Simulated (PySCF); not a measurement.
# C3H13N3Sn (SnH(NHMe)3): the cost of one run

The runs use PySCF 2.14.0, with density-fitted response routines of our own; the level of theory stands in each step. All values are computed, except where a source is named. Atoms are numbered from 0 throughout.

## Step 1: The molecule as given

20 atoms, charge 0, multiplicity 1; geometry from: GFN2-xTB. The atoms were then displaced at random by about 0.03 Å, so the start is not that level's minimum.

Bonds of the start (Å): Sn0–H1 1.66, Sn0–N2 1.94, Sn0–N8 2.15, Sn0–N14 2.07, N2–C3 1.58, N2–H4 1.03, C3–H5 1.11, C3–H6 1.10, C3–H7 1.04, N8–C9 1.44, N8–H10 1.04, C9–H11 1.08, C9–H12 1.04, C9–H13 1.11, N14–C15 1.39, N14–H16 1.02, C15–H17 1.09, C15–H18 1.07, C15–H19 1.16.

## Step 2: Geometry optimisation at PBE0-D3(BJ)/def2-SVP

Job settings and geometry (Å):

```
{"job": {"xc": "PBE0", "basis": "def2-SVP", "d3": "d3bj", "grid": 1, "maxiter": 40, "shake": 0.03, "kind": "geom"}, "charge": 0, "multiplicity": 1}
Sn     0.068120    -0.079670     0.290620
H      0.032930    -0.003470     1.948890
N      1.892790    -0.326470    -0.311690
C      3.064030     0.684110     0.000430
H      2.034890    -0.620090    -1.287850
H      2.894490     1.582080    -0.628230
H      2.888370     0.979580     1.048300
H      3.994180     0.238250    -0.131370
N     -0.715470     1.864990    -0.177570
C     -2.058190     2.234180     0.186230
H     -0.604790     2.055830    -1.191150
H     -2.822780     1.759850    -0.403970
H     -2.280100     2.026880     1.175930
H     -2.192380     3.330750     0.059440
N     -1.273500    -1.576320    -0.201150
C     -0.905820    -2.867890     0.154350
H     -1.564380    -1.478800    -1.173300
H     -0.142350    -3.310520    -0.481120
H     -0.577910    -2.966690     1.172480
H     -1.869690    -3.512430     0.050070
```

Launch:

```bash
$ OMP_NUM_THREADS=1 python probes_run.py task.json out
```

One launch serves the whole session: the jobs run in the order shown.

Q: Estimate the wall time and peak memory of this first job on 1 thread of Arm Neoverse V1, shared host.

About 2.7 min, with a peak of 0.7 GiB.
